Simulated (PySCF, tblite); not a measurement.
# CH9Ge2N: a rotation path, then NMR shifts on frames

How do NMR shifts of CH9Ge2N (`[NH2][GeH2][CH2][GeH3]`) change as the atoms move?

The runs use tblite 0.8.0 and PySCF 2.14.0, with density-fitted response routines of our own; the level of theory stands in each step. All values are computed, except where a source is named. Atoms count from 0, in the outputs and in this text.

### 1 The starting structure

13 atoms, charge 0, multiplicity 1; geometry from: GFN2-xTB.

Bonds of the start (Å): N0–Ge1 1.81, Ge1–C2 1.97, C2–Ge3 1.96, N0–H4 1.01, N0–H5 1.01, Ge1–H6 1.53, Ge1–H7 1.50, C2–H8 1.09, C2–H9 1.09, Ge3–H10 1.49, Ge3–H11 1.50, Ge3–H12 1.49.

### 2 A band between two rotamers with GFN2-xTB

Job settings and geometry (Å):

```
{"job": {"kind": "neb", "xc": "GFN2-xTB", "basis": "xTB", "atoms": [0, 1, 2, 3], "turn": 120}, "charge": 0, "multiplicity": 1}
N     -1.806793     0.831481    -0.498422
Ge    -1.148763    -0.825230    -0.178370
C      0.774042    -0.786023    -0.591842
Ge     1.711366     0.704224     0.271862
H     -1.566481     1.244650    -1.389018
H     -2.795847     0.967363    -0.344618
H     -1.826628    -1.931027    -0.982296
H     -1.451074    -1.082679     1.269603
H      0.908437    -0.720671    -1.672320
H      1.227773    -1.724997    -0.275000
H      1.638740     0.611986     1.759608
H      3.165156     0.681252    -0.108075
H      1.165682     2.030158    -0.140088
```

Method: GFN2-xTB climbing-image nudged elastic band, gas phase.

Started as:

```
$ OMP_NUM_THREADS=1 python probes_run.py task.json out
```

The driver reads the jobs from task.json and runs them one after another.

The program printed:

```text
image   E - E0 / eV
  0      -0.0000
  1       0.0025
  2       0.0148
  3       0.0316
  4       0.0437
  5       0.0446
  6       0.0345
  7       0.0208
  8       0.0114
```

Wall time 3.2 s (1 thread of Intel Xeon at 2.50GHz, shared host); peak memory 0.18 GiB.

The final band, with the dihedral N0–Ge1–C2–Ge3:

| image | dihedral (°) | energy (eV) | energy (kcal/mol) |
| --- | --- | --- | --- |
| 0 | 50 | 0.000 | 0.0 |
| 1 | 66 | 0.002 | 0.1 |
| 2 | 81 | 0.015 | 0.3 |
| 3 | 96 | 0.032 | 0.7 |
| 4 | 111 | 0.044 | 1.0 |
| 5 | 126 | 0.045 | 1.0 |
| 6 | 141 | 0.035 | 0.8 |
| 7 | 156 | 0.021 | 0.5 |
| 8 | 170 | 0.011 | 0.3 |

### 3 NMR shieldings: image 0, PBE0/pcSseg-1

Job settings and geometry (Å):

```
{"job": {"kind": "nmr", "xc": "PBE0", "basis": "pcSseg-1", "pop": false}, "charge": 0, "multiplicity": 1}
N     -1.806800     0.831500    -0.498400
Ge    -1.148800    -0.825200    -0.178400
C      0.774000    -0.786000    -0.591800
Ge     1.711400     0.704200     0.271900
H     -1.566500     1.244600    -1.389000
H     -2.795800     0.967400    -0.344600
H     -1.826600    -1.931000    -0.982300
H     -1.451100    -1.082700     1.269600
H      0.908400    -0.720700    -1.672300
H      1.227800    -1.725000    -0.275000
H      1.638700     0.612000     1.759600
H      3.165200     0.681300    -0.108100
H      1.165700     2.030200    -0.140100
```

With the program's defaults for keys left out, this is: GIAO PBE0/pcSseg-1 NMR shielding, non-relativistic, gas phase.

The program printed:

```text
coarse grid: 47384 points
cycle   1  E = -4251.0637309773  dE = -1.216e+00  |g| = 1.256e+00  |ddm| = 3.331e+00
cycle   2  E = -4250.9857765823  dE =  7.795e-02  |g| = 1.324e+00  |ddm| = 1.233e+00
cycle   3  E = -4251.1779454520  dE = -1.922e-01  |g| = 1.627e-01  |ddm| = 8.413e-01
cycle   4  E = -4251.1828262132  dE = -4.881e-03  |g| = 6.512e-02  |ddm| = 1.558e-01
cycle   5  E = -4251.1835344956  dE = -7.083e-04  |g| = 6.506e-03  |ddm| = 4.648e-02
cycle   6  E = -4251.1835421623  dE = -7.667e-06  |g| = 2.648e-03  |ddm| = 8.019e-03
final grid: 96624 points
cycle   7  E = -4251.1835109143  dE =  1.842e-06  |g| = 3.737e-03  |ddm| = 5.538e-03
cycle   8  E = -4251.1835067566  dE =  4.158e-06  |g| = 5.462e-03  |ddm| = 7.933e-03
cycle   9  E = -4251.1835146041  dE = -7.847e-06  |g| = 2.054e-04  |ddm| = 4.668e-03
cycle  10  E = -4251.1835146111  dE = -6.963e-09  |g| = 3.797e-05  |ddm| = 1.547e-04
cycle  11  E = -4251.1835146114  dE = -3.147e-10  |g| = 2.693e-06  |ddm| = 3.216e-05
converged SCF energy = -4251.1835146114

GIAO shielding tensors (ppm)
atom      isotropic    diamagn.    paramagn.     s11        s22        s33       span
  0 N      268.262     317.308     -49.047    228.748    261.014    315.023     86.274
  1 Ge    1390.538    2755.070   -1364.533   1297.830   1358.669   1515.114    217.284
  2 C      196.735     254.921     -58.185    188.446    197.740    204.020     15.575
  3 Ge    1566.204    2755.379   -1189.175   1497.825   1519.164   1681.625    183.800
  4 H       32.260      32.101       0.159     23.747     29.594     43.440     19.693
  5 H       32.042      30.152       1.890     23.126     26.934     46.067     22.941
  6 H       26.413      28.526      -2.113     19.289     21.125     38.825     19.537
  7 H       27.255      29.497      -2.242     21.525     21.578     38.662     17.136
  8 H       31.437      31.369       0.068     25.560     28.948     39.804     14.243
  9 H       31.683      30.954       0.729     25.133     28.838     41.076     15.943
 10 H       28.179      29.418      -1.239     21.259     23.402     39.877     18.619
 11 H       28.000      28.784      -0.784     21.016     22.421     40.564     19.549
 12 H       27.940      29.650      -1.710     20.250     24.631     38.939     18.689
```

Wall time 34 s (1 thread of Intel Xeon at 2.50GHz, shared host); peak memory 0.78 GiB.

The references, computed at this level on geometries of the same kind, shield at (ppm): 1H TMS 31.72, 13C TMS 186.9, 15N NH3 267.7, 73Ge GeMe4 1331. Their shielding less the atom's gives the shift. The references are single molecules in the gas phase, so shifts against H2O, NH3, PH3, H3PO4 or CFCl3 are not on the usual liquid scales and can be off by tens of ppm. Each atom is listed at this fixed geometry, with no averaging over motion; a spectrum would average atoms that exchange fast.

| atoms | environment | σ (ppm) | δ (ppm) |
| --- | --- | --- | --- |
| C2 | sp3 CH2 bonded to 2 Ge | 196.7 | -9.8 |
| H6 | hydrogen on a germanium bonded to C, N | 26.41 | 5.30 |
| H7 | hydrogen on a germanium bonded to C, N | 27.25 | 4.46 |
| H12 | hydrogen on a germanium bonded to C | 27.94 | 3.78 |
| H11 | hydrogen on a germanium bonded to C | 28.00 | 3.72 |
| H10 | hydrogen on a germanium bonded to C | 28.18 | 3.54 |
| H8 | hydrogen on an sp3 CH2 bonded to 2 Ge | 31.44 | 0.28 |
| H9 | hydrogen on an sp3 CH2 bonded to 2 Ge | 31.68 | 0.03 |
| H5 | hydrogen on a nitrogen bonded to Ge | 32.04 | -0.33 |
| H4 | hydrogen on a nitrogen bonded to Ge | 32.26 | -0.54 |
| N0 | nitrogen bonded to Ge, 2 H | 268.3 | -0.5 |
| Ge1 | germanium bonded to C, N, 2 H | 1391 | -60 |
| Ge3 | germanium bonded to C, 3 H | 1566 | -235 |

### 4 Shielding tensors: image 2, PBE0/pcSseg-1

Job settings and geometry (Å):

```
{"job": {"kind": "nmr", "xc": "PBE0", "basis": "pcSseg-1", "pop": false}, "charge": 0, "multiplicity": 1}
N     -1.962700     0.735600    -0.806900
Ge    -1.136200    -0.708600    -0.096100
C      0.743700    -0.629300    -0.672400
Ge     1.821900     0.599100     0.412500
H     -1.828500     0.896300    -1.795300
H     -2.939800     0.866000    -0.588900
H     -1.742900    -2.053800    -0.490100
H     -1.331800    -0.563000     1.384700
H      0.783100    -0.304600    -1.712600
H      1.184000    -1.625400    -0.631000
H      1.859300     0.172300     1.846100
H      3.241300     0.619900    -0.081900
H      1.304100     1.995900     0.352900
```

Level: GIAO PBE0/pcSseg-1 NMR shielding, non-relativistic, gas phase.

The program printed:

```text
coarse grid: 47384 points
cycle   1  E = -4251.0624341342  dE = -1.218e+00  |g| = 1.257e+00  |ddm| = 3.331e+00
cycle   2  E = -4250.9827956573  dE =  7.964e-02  |g| = 1.328e+00  |ddm| = 1.247e+00
cycle   3  E = -4251.1770444314  dE = -1.942e-01  |g| = 1.637e-01  |ddm| = 8.587e-01
cycle   4  E = -4251.1820627932  dE = -5.018e-03  |g| = 6.489e-02  |ddm| = 1.608e-01
cycle   5  E = -4251.1827675862  dE = -7.048e-04  |g| = 6.412e-03  |ddm| = 4.691e-02
cycle   6  E = -4251.1827750942  dE = -7.508e-06  |g| = 2.573e-03  |ddm| = 8.047e-03
final grid: 96624 points
cycle   7  E = -4251.1827191141  dE =  1.689e-06  |g| = 3.616e-03  |ddm| = 5.520e-03
cycle   8  E = -4251.1827152614  dE =  3.853e-06  |g| = 5.277e-03  |ddm| = 7.712e-03
cycle   9  E = -4251.1827225719  dE = -7.311e-06  |g| = 1.933e-04  |ddm| = 4.521e-03
cycle  10  E = -4251.1827225786  dE = -6.634e-09  |g| = 3.683e-05  |ddm| = 1.586e-04
cycle  11  E = -4251.1827225789  dE = -3.074e-10  |g| = 2.713e-06  |ddm| = 3.086e-05
converged SCF energy = -4251.1827225789

GIAO shielding tensors (ppm)
atom      isotropic    diamagn.    paramagn.     s11        s22        s33       span
  0 N      269.748     316.882     -47.134    224.785    264.323    320.135     95.350
  1 Ge    1387.539    2755.342   -1367.803   1304.875   1349.999   1507.743    202.868
  2 C      197.299     254.888     -57.588    184.125    198.801    208.972     24.846
  3 Ge    1557.284    2755.284   -1197.999   1476.323   1510.810   1684.720    208.398
  4 H       32.266      31.545       0.721     23.531     29.256     44.011     20.480
  5 H       32.100      29.946       2.154     23.056     27.047     46.198     23.141
  6 H       26.373      28.704      -2.331     19.116     21.271     38.732     19.616
  7 H       27.280      29.809      -2.529     21.188     22.467     38.186     16.999
  8 H       31.744      31.857      -0.113     26.035     29.562     39.636     13.602
  9 H       31.711      31.009       0.702     24.852     29.134     41.147     16.295
 10 H       28.157      29.283      -1.126     21.242     23.475     39.754     18.512
 11 H       27.895      28.675      -0.780     20.811     22.418     40.457     19.646
 12 H       27.960      29.373      -1.413     20.634     24.082     39.164     18.530
```

Run time: 37 s. Hardware: 1 thread of Intel Xeon at 2.50GHz, shared host; peak memory 0.8 GiB.

In short: δ C2 -10.4, N0 -2.0, Ge1 -57, Ge3 -226, H6 5.34, H7 4.44 ppm.

### 5 NMR shieldings: image 5, PBE0/pcSseg-1

Job settings and geometry (Å):

```
{"job": {"kind": "nmr", "xc": "PBE0", "basis": "pcSseg-1", "pop": false}, "charge": 0, "multiplicity": 1}
N     -2.203700     0.461300    -1.160300
Ge    -1.128500    -0.443000    -0.011700
C      0.699000    -0.318200    -0.737300
Ge     1.990300     0.390500     0.556900
H     -2.116000     0.232600    -2.140800
H     -3.185800     0.512400    -0.930900
H     -1.505100    -1.903800     0.204800
H     -1.328700     0.254000     1.303500
H      0.687600     0.344200    -1.602500
H      1.027900    -1.298500    -1.082500
H      2.100400    -0.475900     1.772100
H      3.357900     0.483700    -0.054500
H      1.600400     1.761400     1.004200
```

Method: GIAO PBE0/pcSseg-1 NMR shielding, non-relativistic, gas phase.

The program printed:

```text
coarse grid: 47384 points
cycle   1  E = -4251.0615343798  dE = -1.222e+00  |g| = 1.258e+00  |ddm| = 3.334e+00
cycle   2  E = -4250.9784855535  dE =  8.305e-02  |g| = 1.335e+00  |ddm| = 1.262e+00
cycle   3  E = -4251.1762304069  dE = -1.977e-01  |g| = 1.679e-01  |ddm| = 8.794e-01
cycle   4  E = -4251.1816196957  dE = -5.389e-03  |g| = 6.558e-02  |ddm| = 1.689e-01
cycle   5  E = -4251.1823412709  dE = -7.216e-04  |g| = 6.645e-03  |ddm| = 4.796e-02
cycle   6  E = -4251.1823496223  dE = -8.351e-06  |g| = 2.691e-03  |ddm| = 8.551e-03
final grid: 96624 points
cycle   7  E = -4251.1822950735  dE =  1.894e-06  |g| = 3.805e-03  |ddm| = 6.019e-03
cycle   8  E = -4251.1822908034  dE =  4.270e-06  |g| = 5.546e-03  |ddm| = 8.091e-03
cycle   9  E = -4251.1822989155  dE = -8.112e-06  |g| = 1.942e-04  |ddm| = 4.755e-03
cycle  10  E = -4251.1822989222  dE = -6.718e-09  |g| = 3.891e-05  |ddm| = 1.655e-04
cycle  11  E = -4251.1822989225  dE = -3.365e-10  |g| = 2.978e-06  |ddm| = 3.246e-05
converged SCF energy = -4251.1822989225

GIAO shielding tensors (ppm)
atom      isotropic    diamagn.    paramagn.     s11        s22        s33       span
  0 N      266.607     316.356     -49.749    220.437    261.089    318.293     97.856
  1 Ge    1390.690    2755.638   -1364.948   1302.483   1344.875   1524.713    222.231
  2 C      197.974     255.321     -57.347    181.709    204.770    207.443     25.734
  3 Ge    1557.681    2755.020   -1197.340   1474.525   1517.682   1680.835    206.309
  4 H       32.107      31.038       1.069     23.385     29.142     43.795     20.410
  5 H       32.083      29.700       2.383     22.861     27.119     46.269     23.408
  6 H       26.517      29.304      -2.787     19.366     21.674     38.511     19.145
  7 H       27.328      30.018      -2.690     20.496     23.466     38.022     17.526
  8 H       31.818      32.063      -0.245     25.205     30.344     39.906     14.701
  9 H       31.407      31.259       0.148     24.873     29.172     40.175     15.302
 10 H       28.224      29.130      -0.906     21.336     23.585     39.751     18.415
 11 H       27.907      28.517      -0.611     20.811     22.373     40.536     19.725
 12 H       28.125      29.227      -1.103     21.103     23.711     39.559     18.456
```

It took 41 s on 1 thread of Intel Xeon at 2.50GHz, shared host; peak memory 0.8 GiB.

Key values: δ C2 -11.0, N0 1.1, Ge1 -60, Ge3 -227, H6 5.20, H7 4.39 ppm.

### 6 NMR shieldings: image 6, PBE0/pcSseg-1

Job settings and geometry (Å):

```
{"job": {"kind": "nmr", "xc": "PBE0", "basis": "pcSseg-1", "pop": false}, "charge": 0, "multiplicity": 1}
N     -2.261100     0.341300    -1.245000
Ge    -1.130700    -0.337100     0.004200
C      0.683400    -0.198100    -0.746100
Ge     2.029300     0.313000     0.584500
H     -2.159100    -0.009400    -2.187400
H     -3.244500     0.358900    -1.016400
H     -1.414400    -1.775900     0.414200
H     -1.369900     0.514300     1.217600
H      0.678500     0.555200    -1.533600
H      0.963300    -1.146600    -1.205800
H      2.136400    -0.683700     1.694900
H      3.384200     0.429200    -0.049800
H      1.700200     1.639400     1.189800
```

With the program's defaults for keys left out, this is: GIAO PBE0/pcSseg-1 NMR shielding, non-relativistic, gas phase.

The program printed:

```text
coarse grid: 47384 points
cycle   1  E = -4251.0617924497  dE = -1.222e+00  |g| = 1.258e+00  |ddm| = 3.336e+00
cycle   2  E = -4250.9778296535  dE =  8.396e-02  |g| = 1.337e+00  |ddm| = 1.262e+00
cycle   3  E = -4251.1765590154  dE = -1.987e-01  |g| = 1.688e-01  |ddm| = 8.806e-01
cycle   4  E = -4251.1820406008  dE = -5.482e-03  |g| = 6.559e-02  |ddm| = 1.703e-01
cycle   5  E = -4251.1827636605  dE = -7.231e-04  |g| = 6.685e-03  |ddm| = 4.776e-02
cycle   6  E = -4251.1827721771  dE = -8.517e-06  |g| = 2.699e-03  |ddm| = 8.586e-03
final grid: 96624 points
cycle   7  E = -4251.1827272490  dE =  1.881e-06  |g| = 3.798e-03  |ddm| = 5.845e-03
cycle   8  E = -4251.1827230015  dE =  4.248e-06  |g| = 5.532e-03  |ddm| = 8.057e-03
cycle   9  E = -4251.1827310781  dE = -8.077e-06  |g| = 1.922e-04  |ddm| = 4.727e-03
cycle  10  E = -4251.1827310846  dE = -6.577e-09  |g| = 3.866e-05  |ddm| = 1.647e-04
cycle  11  E = -4251.1827310850  dE = -3.056e-10  |g| = 3.025e-06  |ddm| = 3.205e-05
converged SCF energy = -4251.1827310850

GIAO shielding tensors (ppm)
atom      isotropic    diamagn.    paramagn.     s11        s22        s33       span
  0 N      265.981     316.345     -50.364    221.699    261.063    315.180     93.481
  1 Ge    1390.216    2755.860   -1365.644   1294.135   1347.057   1529.457    235.323
  2 C      197.281     255.491     -58.210    183.625    203.746    204.472     20.847
  3 Ge    1561.741    2754.952   -1193.211   1478.858   1521.525   1684.839    205.981
  4 H       32.072      31.052       1.021     23.379     29.108     43.730     20.351
  5 H       32.071      29.690       2.381     22.910     27.129     46.175     23.265
  6 H       26.573      29.528      -2.955     19.383     21.964     38.371     18.988
  7 H       27.316      30.042      -2.726     20.287     23.565     38.097     17.809
  8 H       31.688      31.947      -0.260     24.869     30.326     39.868     14.998
  9 H       31.359      31.422      -0.062     24.933     29.312     39.833     14.901
 10 H       28.229      29.108      -0.879     21.301     23.605     39.781     18.480
 11 H       27.919      28.474      -0.555     20.878     22.377     40.502     19.624
 12 H       28.156      29.172      -1.016     21.125     23.696     39.649     18.524
```

Run time: 41 s. Hardware: 1 thread of Intel Xeon at 2.50GHz, shared host; peak memory 0.8 GiB.

Key values: δ C2 -10.4, N0 1.7, Ge1 -59, Ge3 -231, H6 5.14, H7 4.40 ppm.

### 7 NMR shieldings: image 8, PBE0/pcSseg-1

Job settings and geometry (Å):

```
{"job": {"kind": "nmr", "xc": "PBE0", "basis": "pcSseg-1", "pop": false}, "charge": 0, "multiplicity": 1}
N     -2.320500     0.078300    -1.354500
Ge    -1.140400    -0.121700     0.015100
C      0.660100     0.053800    -0.753200
Ge     2.069800     0.164700     0.605000
H     -2.166600    -0.503800    -2.166400
H     -3.301300     0.030500    -1.118100
H     -1.284300    -1.431100     0.769000
H     -1.479800     0.981200     0.974200
H      0.686800     0.950200    -1.373300
H      0.862100    -0.793900    -1.409400
H      2.117400    -1.058900     1.462200
H      3.418000     0.312700    -0.036900
H      1.874200     1.338400     1.507300
```

With the program's defaults for keys left out, this is: GIAO PBE0/pcSseg-1 NMR shielding, non-relativistic, gas phase.

The program printed:

```text
coarse grid: 47384 points
cycle   1  E = -4251.0618795640  dE = -1.220e+00  |g| = 1.259e+00  |ddm| = 3.339e+00
cycle   2  E = -4250.9764937185  dE =  8.539e-02  |g| = 1.340e+00  |ddm| = 1.266e+00
cycle   3  E = -4251.1769150458  dE = -2.004e-01  |g| = 1.698e-01  |ddm| = 8.845e-01
cycle   4  E = -4251.1825130856  dE = -5.598e-03  |g| = 6.538e-02  |ddm| = 1.719e-01
cycle   5  E = -4251.1832335408  dE = -7.205e-04  |g| = 6.635e-03  |ddm| = 4.741e-02
cycle   6  E = -4251.1832419474  dE = -8.407e-06  |g| = 2.661e-03  |ddm| = 8.479e-03
final grid: 96624 points
cycle   7  E = -4251.1832166362  dE =  1.759e-06  |g| = 3.708e-03  |ddm| = 5.825e-03
cycle   8  E = -4251.1832126095  dE =  4.027e-06  |g| = 5.393e-03  |ddm| = 7.826e-03
cycle   9  E = -4251.1832202939  dE = -7.684e-06  |g| = 1.830e-04  |ddm| = 4.588e-03
cycle  10  E = -4251.1832203001  dE = -6.215e-09  |g| = 3.728e-05  |ddm| = 1.642e-04
cycle  11  E = -4251.1832203004  dE = -3.029e-10  |g| = 3.323e-06  |ddm| = 3.080e-05
converged SCF energy = -4251.1832203004

GIAO shielding tensors (ppm)
atom      isotropic    diamagn.    paramagn.     s11        s22        s33       span
  0 N      266.190     316.333     -50.143    224.115    261.313    313.143     89.028
  1 Ge    1388.386    2756.187   -1367.801   1280.104   1357.455   1527.599    247.495
  2 C      196.238     255.361     -59.123    189.698    198.170    200.844     11.146
  3 Ge    1569.998    2754.889   -1184.891   1500.164   1515.621   1694.208    194.044
  4 H       32.131      31.212       0.919     23.418     29.189     43.785     20.367
  5 H       32.095      29.675       2.420     23.063     27.183     46.039     22.976
  6 H       26.666      29.943      -3.277     19.094     22.799     38.105     19.011
  7 H       27.281      30.003      -2.722     20.179     23.302     38.360     18.181
  8 H       31.384      31.514      -0.129     24.616     29.787     39.750     15.133
  9 H       31.464      31.761      -0.297     24.892     29.950     39.549     14.657
 10 H       28.245      29.159      -0.914     21.204     23.684     39.846     18.643
 11 H       27.950      28.427      -0.476     21.000     22.398     40.452     19.451
 12 H       28.253      29.135      -0.882     21.188     23.684     39.889     18.702
```

Run time: 37 s. Hardware: 1 thread of Intel Xeon at 2.50GHz, shared host; peak memory 0.8 GiB.

Key values: δ C2 -9.3, N0 1.5, Ge1 -57, Ge3 -239, H6 5.05, H7 4.44 ppm.

### 8 Comparing the runs: NMR shifts

Shifts (ppm) of some atoms, chosen among heavy atoms and hydrogens apart, with basis size and wall time:

| frame | C2 | H12 | H8 | H9 | N0 | Ge1 | Ge3 | functions | time |
| --- | --- | --- | --- | --- | --- | --- | --- | --- | --- |
| image 0 | -9.8 | 3.78 | 0.28 | 0.03 | -0.5 | -60 | -235 | 161 | 34 s |
| image 2 | -10.4 | 3.76 | -0.03 | 0.01 | -2.0 | -57 | -226 | 161 | 37 s |
| image 5 | -11.0 | 3.59 | -0.10 | 0.31 | 1.1 | -60 | -227 | 161 | 41 s |
| image 6 | -10.4 | 3.56 | 0.03 | 0.36 | 1.7 | -59 | -231 | 161 | 41 s |
| image 8 | -9.3 | 3.46 | 0.33 | 0.25 | 1.5 | -57 | -239 | 161 | 37 s |

### 9 Summary of results

```
                                          quantity                                                       value
                                           barrier                          0.045 eV (1.0 kcal/mol) at image 5
                             end to end (GFN2-xTB)                                                    0.011 eV
   13C shifts against TMS (PBE0/pcSseg-1, image 0)                                                    -9.8 ppm
    1H shifts against TMS (PBE0/pcSseg-1, image 0)  5.30, 4.46, 3.78, 3.72, 3.54, 0.28, 0.03, -0.33, -0.54 ppm
   15N shifts against NH3 (PBE0/pcSseg-1, image 0)                                                    -0.5 ppm
73Ge shifts against GeMe4 (PBE0/pcSseg-1, image 0)                                               -60, -235 ppm
                         range of the shift of Ge3                                            -239 to -226 ppm
```

**Reading.** Along the band the dihedral turns by 120°, and the top (dihedral 126°) lies 1.0 kcal/mol above the start (GFN2-xTB, rough), so at room temperature this motion is fast. Ends this close can change order at a higher level. The top was not checked by a frequency run. Shifts at one fixed geometry are not the observed spectrum, which averages over the motion. In the first frame run (image 0): The largest span, 217 ppm, is at Ge1, where the paramagnetic term is -1365 ppm. Across the 5 runs the shift of Ge3 moves most, between -239 (image 8) and -226 ppm (image 2). Spin-orbit coupling is left out, which matters for shieldings and couplings at and beside the heavy atoms.
